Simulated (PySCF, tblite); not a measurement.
# C6H4NO2 radical: geometry, infrared bands and EPR parameters

Wanted: the infrared bands and EPR parameters of C6H4NO2 radical (`N#CCC1=COC(=O)[CH]1`), by calculation.

The runs use tblite 0.8.0 and PySCF 2.14.0, with density-fitted response routines of our own; the level of theory stands in each step. All values are computed, except where a source is named. Atoms count from 0, in the outputs and in this text.

## Step 1: The starting structure

13 atoms, charge 0, multiplicity 2; geometry from: force field or distance geometry start.

Bonds of the start (Å): N0–C1 1.15, C1–C2 1.49, C2–C3 1.49, C3–C4 1.32, C4–O5 1.40, O5–C6 1.40, C6–O7 1.28, C6–C8 1.48, C8–C3 1.49, C2–H9 1.11, C2–H10 1.12, C4–H11 1.08, C8–H12 1.10.

## Step 2: Relaxing the molecule with GFN2-xTB

What the job is given:

```
{"job": {"kind": "relax", "xc": "GFN2-xTB", "basis": "xTB"}, "charge": 0, "multiplicity": 2}
N     -3.134800     0.898400     0.909700
C     -2.370900     0.190200     0.414400
C     -1.356800    -0.726900    -0.173700
C      0.006700    -0.142800    -0.004000
C      0.307600     0.987400     0.612400
O      1.695500     1.186700     0.574900
C      2.293500     0.105400    -0.084600
O      3.553500    -0.027400    -0.274400
C      1.227600    -0.843100    -0.495300
H     -1.488800    -1.721400     0.295200
H     -1.578500    -0.787100    -1.270200
H     -0.346300     1.714500     1.073600
H      1.187400    -0.833400    -1.595800
```

Command:

```sh
> OMP_NUM_THREADS=1 python probes_run.py task.json out
```

The driver reads the jobs from task.json and runs them one after another.

**Question.** This job is followed by: GFN2-xTB harmonic vibrations, gas phase; UKS B3LYP, pcH-1 on C H N O, non-relativistic, mean-field spin-orbit, GIAO. Predict these results of the whole session: strongest single infrared mode (GFN2-xTB); zero-point energy (GFN2-xTB); g(iso) (B3LYP); ⟨S²⟩; largest a(iso) (averaged by class); surface potential, 1st and 99th percentile.

The runs gave:

| quantity | value |
| --- | --- |
| strongest single infrared mode (GFN2-xTB) | 1725 cm⁻¹, 409 km/mol |
| zero-point energy (GFN2-xTB) | 53.7 kcal/mol |
| g(iso) (B3LYP) | 2.00372 |
| ⟨S²⟩ | 0.767 (exact 0.75) |
| largest a(iso) (averaged by class) | 13C on C4, 42.2 MHz |
| surface potential, 1st and 99th percentile | -1.54 V and 1.82 V |

What this shows: Over 38 steps the energy fell by 1.618 eV; of the close pairs, C3–C8 changed most, 1.491 to 1.385 Å. The lowest mode is slightly imaginary (20i cm⁻¹), a soft motion within the noise of the Hessian, so the minimum is not strictly shown. The strongest single mode, at 1725 cm⁻¹, moves mainly C6 and O7. GFN2-xTB is a fitted tight-binding method: band positions and strengths are rough. Its intensities can rank the bands wrongly. The largest spin populations lie on C4 (0.47 e), C8 (0.43 e). The isotropic g lies 1.4 ppt above the free-electron value.
